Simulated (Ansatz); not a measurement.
# H2OSSn: the cost of one run

The runs use Ansatz 0.2.0, Gaussian basis; unrestricted cation, the program's frozen cores in correlated methods.

Levels to be run: UKS PBE-D4/def2-TZVPP; UKS r2SCAN-D4/def2-TZVPP; UKS PBE0-D4/def2-TZVPP; UKS B3LYP-D4/def2-TZVPP; UKS wB97X-V/def2-TZVPP; UKS wB97M-V/def2-TZVPP; UKS B2PLYP/def2-TZVPP; UHF-CCSD(T)/def2-TZVPP; UHF-MP2/def2-QZVPP; extrapolation to the limit; then −ε(HOMO) from the neutral's earlier runs with LDA (SPW92), PBE-D4, revPBE-D4, BLYP-D4, r2SCAN-D4, B97M-V, PBE0-D4, B3LYP-D4, r2SCANh-D4, r2SCAN0-D4, HSE06-D4, BHLYP-D4, CAM-B3LYP-D4, LC-ωPBE, ωB97X-V, ωB97M-V.

**1. The geometry**

The geometry comes from an earlier relaxation with PBE0-D4 in a triple-zeta def2 set; it is a stationary point. Sn takes the def2 core potential; no spin-orbit term is included.

SMILES `[OH][Sn][SH]`, 5 atoms, charge 0, spin multiplicity 1.

Atoms are counted from 1 here; the program's logs count them from 0.

Bond lengths: O1–Sn2 1.976 Å, O1–H4 0.960 Å, Sn2–S3 2.454 Å, S3–H5 1.343 Å. Angles: Sn2–O1–H4 118.2°, O1–Sn2–S3 99.3°, Sn2–S3–H5 95.9°.

**2. Cation, UKS PBE-D4/def2-TZVPP**

The input, in.yaml:

```yaml
crystal:
  periodic: [false, false, false]
  atoms:
    - {symbol: O, position_ang: [-1.169246, -1.043056, -0.055282]}
    - {symbol: Sn, position_ang: [-1.099722, 0.819154, -0.712792]}
    - {symbol: S, position_ang: [1.207502, 1.376269, -0.087647]}
    - {symbol: H, position_ang: [-0.383856, -1.406903, 0.360436]}
    - {symbol: H, position_ang: [1.495323, 0.180934, 0.453885]}
basis:
  gaussian: {orbitals: def2-TZVPP}
total_charge: 1
magnetization: {spin_polarized: true, initial_magnetization: 1}
hamiltonian: {xc: pbe, dispersion: d4}
```

Started as:

```sh
ansatz run in.yaml --threads 4 --pin off --events-out ev --progress --plain --max-ram 10444MiB
```

Q: Estimate wall time and peak memory on 4 threads of Arm Neoverse V1, shared host.

About 7.5 s, with a peak of 0.33 GiB.
